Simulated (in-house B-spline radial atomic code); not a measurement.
# Eu⁸⁺: excited configurations in jj coupling

Wanted: excitation energies of Eu⁸⁺ as differences of total energies (ΔSCF).

Method: Dirac-Hartree-Fock, average of configuration, Fermi nucleus, basis-set limit. Code: in-house B-spline radial atomic code version 1.

### Step 1. What is computed

* element: europium (Z = 63)
* charge: +8
* electrons: 55
* configuration: 1s2 2s2 2p6 3s2 3p6 3d10 4s2 4p6 4d10 4f-5 5s2 5p-2
* Hamiltonian: Dirac-Coulomb
* nucleus: Fermi, rms radius 5.112 fm

In configurations, a minus sign after the shell means j = l − 1/2 and a plus sign j = l + 1/2; the count of electrons follows.

Input settings:

```ini
Z = 63
electrons = 55.0
configuration = 1s2 2s2 2p6 3s2 3p6 3d10 4s2 4p6 4d10 4f-5 5s2 5p-2
hamiltonian = dirac
method = hf
spin_polarised = False
nucleus = fermi
rms_radius = 5.1115
mass_number = 153
atomic_mass = 152.921236789
speed_of_light = 137.035999084
```

The reference is known from an earlier run: -10830.366851 hartree in all. Up to eight levels, counted from the top:

```
orbital  occupation  energy (eV)  <r> (bohr)
  4s1/2           2      -512.00      0.5638
  4p1/2           2      -439.99      0.5768
  4p3/2           4      -404.51      0.6046
  4d3/2           4      -286.41      0.6398
  4d5/2           6      -271.44      0.6488
  5s1/2           2      -158.35       1.264
  5p1/2           2      -136.71       1.351
  4f5/2           5      -135.19      0.7603
```

### Step 2. 1s2 2s2 2p6 3s2 3p6 3d10 4s2 4p6 4d-4 4d+5 4f-3 4f+2 5s2 5p-2 9p+1

Input settings:

```ini
Z = 63
electrons = 55.0
configuration = 1s2 2s2 2p6 3s2 3p6 3d10 4s2 4p6 4d-4 4d+5 4f-3 4f+2 5s2 5p-2 9p+1
hamiltonian = dirac
method = hf
spin_polarised = False
nucleus = fermi
rms_radius = 5.1115
mass_number = 153
atomic_mass = 152.921236789
speed_of_light = 137.035999084
```

### Step 3. Configuration 1s2 2s2 2p6 3s2 3p6 3d10 4s2 4p6 4d-4 4d+5 4f-4 4f+1 5s2 5p-1 5p+1 9f-1

Input settings:

```ini
Z = 63
electrons = 55.0
configuration = 1s2 2s2 2p6 3s2 3p6 3d10 4s2 4p6 4d-4 4d+5 4f-4 4f+1 5s2 5p-1 5p+1 9f-1
hamiltonian = dirac
method = hf
spin_polarised = False
nucleus = fermi
rms_radius = 5.1115
mass_number = 153
atomic_mass = 152.921236789
speed_of_light = 137.035999084
```

### Step 4. Run with 1s2 2s2 2p6 3s2 3p6 3d10 4s2 4p6 4d10 4f+5 5s2 5p+1 7f-1

Input settings:

```ini
Z = 63
electrons = 55.0
configuration = 1s2 2s2 2p6 3s2 3p6 3d10 4s2 4p6 4d10 4f+5 5s2 5p+1 7f-1
hamiltonian = dirac
method = hf
spin_polarised = False
nucleus = fermi
rms_radius = 5.1115
mass_number = 153
atomic_mass = 152.921236789
speed_of_light = 137.035999084
```

### Step 5. 1s2 2s2 2p6 3s2 3p6 3d10 4s2 4p6 4d10 4f-3 4f+1 5s2 5p-2 8g-1

The settings differ from step 4 so:

```diff
@@ -2,3 +2,3 @@
 electrons = 55.0
-configuration = 1s2 2s2 2p6 3s2 3p6 3d10 4s2 4p6 4d10 4f+5 5s2 5p+1 7f-1
+configuration = 1s2 2s2 2p6 3s2 3p6 3d10 4s2 4p6 4d10 4f-3 4f+1 5s2 5p-2 8g-1
 hamiltonian = dirac
```

### Step 6. Configuration 1s2 2s2 2p6 3s2 3p6 3d10 4s2 4p6 4d-3 4d+6 4f-1 4f+4 5s2 5p+2 6f+1

The settings differ from step 5 so:

```diff
@@ -2,3 +2,3 @@
 electrons = 55.0
-configuration = 1s2 2s2 2p6 3s2 3p6 3d10 4s2 4p6 4d10 4f-3 4f+1 5s2 5p-2 8g-1
+configuration = 1s2 2s2 2p6 3s2 3p6 3d10 4s2 4p6 4d-3 4d+6 4f-1 4f+4 5s2 5p+2 6f+1
 hamiltonian = dirac
```

Q: How far above the reference does each configuration lie (order and size, in eV)?

The runs gave:

| net move | configuration | energy above the reference (eV) | with Breit, QED, recoil (eV) | largest <r> (bohr) |
| --- | --- | --- | --- | --- |
| 2×4f5/2 → 4f7/2, 8g7/2 | 1s2 2s2 2p6 3s2 3p6 3d10 4s2 4p6 4d10 4f-3 4f+1 5s2 5p-2 8g-1 | 117.24 | 117.28 | 9.25 |
| 5×4f5/2, 2×5p1/2 → 5×4f7/2, 5p3/2, 7f5/2 | 1s2 2s2 2p6 3s2 3p6 3d10 4s2 4p6 4d10 4f+5 5s2 5p+1 7f-1 | 119.08 | 118.64 | 5.82 |
| 4d3/2, 4×4f5/2, 2×5p1/2 → 4×4f7/2, 2×5p3/2, 6f7/2 | 1s2 2s2 2p6 3s2 3p6 3d10 4s2 4p6 4d-3 4d+6 4f-1 4f+4 5s2 5p+2 6f+1 | 251.43 | 250.95 | 3.82 |
| 4d5/2, 2×4f5/2 → 2×4f7/2, 9p3/2 | 1s2 2s2 2p6 3s2 3p6 3d10 4s2 4p6 4d-4 4d+5 4f-3 4f+2 5s2 5p-2 9p+1 | 253.15 | 253.01 | 8.18 |
| 4d5/2, 4f5/2, 5p1/2 → 4f7/2, 5p3/2, 9f5/2 | 1s2 2s2 2p6 3s2 3p6 3d10 4s2 4p6 4d-4 4d+5 4f-4 4f+1 5s2 5p-1 5p+1 9f-1 | 261.05 | 260.89 | 10.5 |

What this shows: At the bottom stands 2×4f5/2 → 4f7/2, 8g7/2 (117.24 eV), at the top 4d5/2, 4f5/2, 5p1/2 → 4f7/2, 5p3/2, 9f5/2 (261.05 eV). 3 of them lie more than 2 % above the ionisation threshold that Koopmans' theorem gives (135.19 eV), where such states can decay by emitting an electron. Two partly filled shells share a symmetry and can mix in the average, which may lower the energy, for: 4d3/2, 4×4f5/2, 2×5p1/2 → 4×4f7/2, 2×5p3/2, 6f7/2; 4d5/2, 4f5/2, 5p1/2 → 4f7/2, 5p3/2, 9f5/2. These are averages over configurations, without correlation, not spectroscopic levels.
